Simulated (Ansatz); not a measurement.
Write a Python script for Ansatz's Python interface that makes a single point of MnIr, space group P4/mmm. Use: PBEsol, norm-conserving potentials, the default cutoff (1306 eV here), 10×10×8 k-points, Gaussian smearing of 0.1 eV, collinear spin, D3BJATM dispersion.

`mnir.cif`
```cif
data_MnIr
_cell_length_a 2.725897
_cell_length_b 2.725897
_cell_length_c 3.643000
_cell_angle_alpha 90.00000
_cell_angle_beta 90.00000
_cell_angle_gamma 90.00000
_symmetry_space_group_name_H-M 'P 1'
_symmetry_Int_Tables_number 1
loop_
_symmetry_equiv_pos_as_xyz
'x, y, z'
loop_
_atom_site_label
_atom_site_type_symbol
_atom_site_fract_x
_atom_site_fract_y
_atom_site_fract_z
Mn1 Mn    0.500000    0.500000    0.500000
Ir2 Ir    0.000000    0.000000    0.000000
```

The script, `mnir.py`:
```python
from pathlib import Path

import ansatz
from ase.io import read
import numpy as np


def main() -> None:
    atoms = read("mnir.cif")
    xtal = ansatz.Crystal.from_ase(atoms).moments(Mn=2.8)

    calculation = xtal.calculation()
    calculation = calculation.functional(ansatz.Functional.PBESOL, dispersion="d3bjatm")
    calculation = calculation.pseudopotentials("nc").accuracy("low")
    calculation = calculation.kpoints(10, 10, 8, center="monkhorst-pack").occupations("Gaussian", width=0.1)
    calculation = calculation.spin("collinear")
    calculation = calculation.mixing("broyden")
    calculation = calculation.eigensolver("auto").scf(tolerance=1e-08)
    calculation = calculation.compute(potential=True, density=True, electron_localization_function=True, output_files={"volumetric_format": "npy"}, forces=True)
    def show(event):
        row = event["data"]
        if event["event"] == "scf_iter" and row.get("harris_foulkes_ev") is not None:
            print(f"  iteration {row['iter']:3d}  Harris-Foulkes {row['harris_foulkes_ev']:.5f} eV  residual {row['dr2_ev']:.2e}")


    outcome = calculation.session().plan().execute(on_event=show)
    data = outcome.report

    for key in ("converged", "n_iterations", "n_electrons", "n_kpoints", "n_pw", "n_symmetry_ops", "free_energy_ev", "fermi_energy_ev"):
        print(f"{key:18s} {data[key]}")

    v = outcome.potential()
    line = v.v_es_ev.mean(axis=(0, 1))
    print("planar mean of the electrostatic potential along the third grid axis (eV):")
    print(np.round(line[:: max(len(line) // 12, 1)], 3))

    folder = Path(outcome.write_results("fields"))
    print("densities in e/A^3, potentials in eV, ELF without unit")
    for name in sorted(p.name for p in folder.glob("*.npy")):
        field = np.load(folder / name)
        print(f"{name:16s} {str(field.shape):16s} min {field.min():10.4f}  mean {field.mean():10.4f}  max {field.max():10.4f}")

    print(f"net moment {data['magnetization_mub']:.3f} muB, absolute {data['absolute_magnetization_mub']:.3f} muB")
    for index, (site, m) in enumerate(zip(outcome.lattice.sites, data["site_moments_mub"])):
        print(f"  {index:2d} {site.symbol:2s} {m:7.3f}")

    rho = outcome.density()
    total = sum(ch.density_e_per_ang3 for ch in rho.channels[:2]) if len(rho.channels) < 3 else rho.channels[0].density_e_per_ang3
    print("grid", rho.dims, "electrons", round(float(total.mean() * rho.cell_volume_ang3), 4))
    print(f"density range {total.min():.4f} to {total.max():.4f} e/A^3")
    print(np.array2string(total[:: max(rho.dims[0] // 8, 1), :: max(rho.dims[1] // 8, 1), 0], precision=3, suppress_small=True))

    print("forces (eV/A)")
    for site, force in zip(outcome.lattice.sites, data["forces_ev_ang"]):
        print(f"  {site.symbol:2s} {force[0]:9.4f} {force[1]:9.4f} {force[2]:9.4f}")


if __name__ == "__main__":
    main()
```

```console
$ python mnir.py
DeckWarning: basis.ecutwfc = 1306.14654 eV, auto-derived from the records' recommended cutoffs: set by Mn (normal level)
  iteration   1  Harris-Foulkes -6087.02349 eV  residual 1.58e+00
  iteration   2  Harris-Foulkes -6086.90490 eV  residual 4.00e-01
  iteration   3  Harris-Foulkes -6086.86046 eV  residual 2.58e-01
  iteration   4  Harris-Foulkes -6086.88478 eV  residual 4.78e-03
  iteration   5  Harris-Foulkes -6086.88482 eV  residual 1.60e-03
  iteration   6  Harris-Foulkes -6086.88523 eV  residual 3.16e-04
  iteration   7  Harris-Foulkes -6086.88568 eV  residual 1.28e-04
  iteration   8  Harris-Foulkes -6086.88613 eV  residual 1.12e-04
  iteration   9  Harris-Foulkes -6086.88652 eV  residual 1.57e-05
  iteration  10  Harris-Foulkes -6086.88656 eV  residual 1.21e-05
  iteration  11  Harris-Foulkes -6086.88656 eV  residual 1.21e-06
  iteration  12  Harris-Foulkes -6086.88657 eV  residual 1.11e-07
  iteration  13  Harris-Foulkes -6086.88657 eV  residual 5.38e-08
  iteration  14  Harris-Foulkes -6086.88657 eV  residual 4.03e-09
converged          True
n_iterations       14
n_electrons        32.0
n_kpoints          60
n_pw               2881
n_symmetry_ops     16
free_energy_ev     -6086.886567426148
fermi_energy_ev    21.07713922444489
planar mean of the electrostatic potential along the third grid axis (eV):
[-12.37   -5.176   8.404  16.301  17.152  11.706   1.473  -0.783   8.359
  16.116  17.258  11.952  -0.624 -11.49 ]
densities in e/A^3, potentials in eV, ELF without unit
elf.npy          (30, 30, 40)     min     0.0029  mean     0.3343  max     0.7982
elf_dn.npy       (30, 30, 40)     min     0.0029  mean     0.3431  max     0.8400
elf_up.npy       (30, 30, 40)     min     0.0029  mean     0.3255  max     0.8377
rho.npy          (30, 30, 40)     min     0.1785  mean     1.1821  max    17.8616
rho_spin.npy     (30, 30, 40)     min    -0.1024  mean     0.0700  max     3.3925
v_es.npy         (30, 30, 40)     min  -233.8031  mean     6.4976  max    24.4923
v_tot_dn.npy     (30, 30, 40)     min  -285.8360  mean    -7.7018  max    14.6791
v_tot_up.npy     (30, 30, 40)     min  -285.8329  mean    -7.9851  max    15.2374
net moment 1.895 muB, absolute 2.261 muB
   0 Mn   2.009
   1 Ir  -0.122
grid (30, 30, 40) electrons 32.0
density range 0.1785 to 17.8616 e/A^3
[[1.499 6.563 6.354 1.729 0.612 0.447 0.612 1.729 6.354 6.563]
 [6.563 8.398 5.108 1.416 0.552 0.413 0.552 1.416 5.108 8.398]
 [6.354 5.108 2.331 0.844 0.419 0.333 0.419 0.844 2.331 5.108]
 [1.729 1.416 0.844 0.461 0.295 0.251 0.295 0.461 0.844 1.416]
 [0.612 0.552 0.419 0.295 0.221 0.197 0.221 0.295 0.419 0.552]
 [0.447 0.413 0.333 0.251 0.197 0.178 0.197 0.251 0.333 0.413]
 [0.612 0.552 0.419 0.295 0.221 0.197 0.221 0.295 0.419 0.552]
 [1.729 1.416 0.844 0.461 0.295 0.251 0.295 0.461 0.844 1.416]
 [6.354 5.108 2.331 0.844 0.419 0.333 0.419 0.844 2.331 5.108]
 [6.563 8.398 5.108 1.416 0.552 0.413 0.552 1.416 5.108 8.398]]
forces (eV/A)
  Mn    0.0000    0.0000    0.0000
  Ir    0.0000    0.0000    0.0000
```
(Warnings from the package without file and line.)

Caveats:
- The settings weren't tested for convergence.
- Other magnetic orders than the one started from may lie lower.
- Dispersion corrections can be off by several per cent in the lattices of metals, and by several GPa in the pressure at a fixed cell.
- For a metal this k-point mesh is coarse: on a finer one energies can move by several to tens of meV an atom and pressures by half a GPa or more, differences at one mesh by less.
- An absolute Fermi energy rests on an arbitrary zero of the periodic potential and has no direct meaning.
- Spin-orbit coupling, which matters for elements this heavy, is left out.
- Grid values close to the nuclei reflect the PAW or pseudopotential construction, not the all-electron fields.
- The structure is a deposited one; some such entries were measured under pressure or heat, so a shift against it needn't be the functional's error alone.
- Run time: 45 s on 1 thread of Arm Neoverse V2 (shared host), peak memory 0.61 GiB.

(Lines on the test bed's own set-up are left out of the output.)
